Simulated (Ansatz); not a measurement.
## CH5AlGe, SMILES [CH2]1[AlH][GeH2]1: vertical and adiabatic energies of changing the electron count

Computed with Ansatz 0.2.0, Python API.

Script `adiabatic_ch5alge.py`:
```python
'''Vertical and adiabatic ionisation of CH5AlGe.'''

import itertools

import ansatz as az
from ase.data import atomic_numbers, covalent_radii
import numpy as np

GEOMETRY = '''
C    -0.58930    0.19940   -0.75480
Al   -0.11200    1.10770    0.89170
Ge    0.39200   -1.16690    0.02180
H    -1.63920   -0.00640   -0.84370
H    -0.17880    0.65870   -1.70310
H     0.48990    2.46200    1.53010
H     1.98690   -1.16630   -0.17300
H    -0.25720   -2.14540    0.97520
'''

ch5alge = az.Crystal.molecule()
for line in GEOMETRY.strip().splitlines():
    symbol, *xyz = line.split()
    ch5alge = ch5alge.atom(symbol, [float(v) for v in xyz])

job = (
    ch5alge.calculation()
    .basis(gaussian='def2-SVP')
    .functional('pbe', dispersion='d3bj')
    .accuracy('medium')
)
symbols = [site.symbol for site in ch5alge.cartesian_sites]
start = np.array([site.position_ang for site in ch5alge.cartesian_sites], dtype=float)
rep = job.relax(force_tolerance=0.01).run(threads=1, backend='cpu').report
end = np.array(rep['positions_ang'])

minimum = az.Crystal.molecule()
for symbol, place in zip(symbols, end):
    minimum = minimum.atom(symbol, place.tolist())
ion = minimum.calculation()
ion = ion.basis(gaussian='def2-SVP')
ion = ion.functional('pbe', dispersion='d3bj')
ion = ion.accuracy('medium')
ion = ion.charge(1)
ion = ion.spin('collinear', total=1)
vertical = ion.run(threads=1, backend='cpu').report
settled = ion.relax(force_tolerance=0.01, max_steps=80).run(threads=1, backend='cpu').report
print(f'vertical ionisation energy   {vertical["free_energy_ev"] - rep["free_energy_ev"]:.3f} eV')
print(f'adiabatic, no zero point     {settled["free_energy_ev"] - rep["free_energy_ev"]:.3f} eV')
print(f'relaxation energy of the ion {vertical["free_energy_ev"] - settled["free_energy_ev"]:.3f} eV')
ionised = np.array(settled['positions_ang'])
# pairs closer than 1.2 times the sum of covalent radii, before or after
radius = [covalent_radii[atomic_numbers[s]] for s in symbols]
span = lambda where, i, j: np.linalg.norm(where[i] - where[j])
bonded = [(i, j) for i, j in itertools.combinations(range(len(symbols)), 2) if min(span(end, i, j), span(ionised, i, j)) < 1.2 * (radius[i] + radius[j])]
print('pair        before    after (A)')
for i, j in bonded:
    print(f'{symbols[i]}{i}-{symbols[j]}{j}'.ljust(10), f'{span(end, i, j):8.4f} {span(ionised, i, j):8.4f}')
```

```console
$ python adiabatic_ch5alge.py
vertical ionisation energy   8.034 eV
adiabatic, no zero point     7.293 eV
relaxation energy of the ion 0.741 eV
pair        before    after (A)
C0-Al1       1.9567   1.9518
C0-Ge2       2.0681   1.9679
C0-H3        1.1097   1.1105
C0-H4        1.1095   1.1105
Al1-Ge2      2.3899   2.7003
Al1-H5       1.5985   1.5750
Ge2-H6       1.5542   1.5366
Ge2-H7       1.5542   1.5366
```

Caveats:
- The settings weren't tested for convergence.
- The energies are electronic: no zero-point or thermal terms, and the basis set is short of its limit. The product may relax into another structure. The relaxation finds the nearest minimum, so the adiabatic value is an upper bound.
- Run time: 86 s on 1 thread of Arm Neoverse V1 (shared host), peak memory 0.23 GiB.
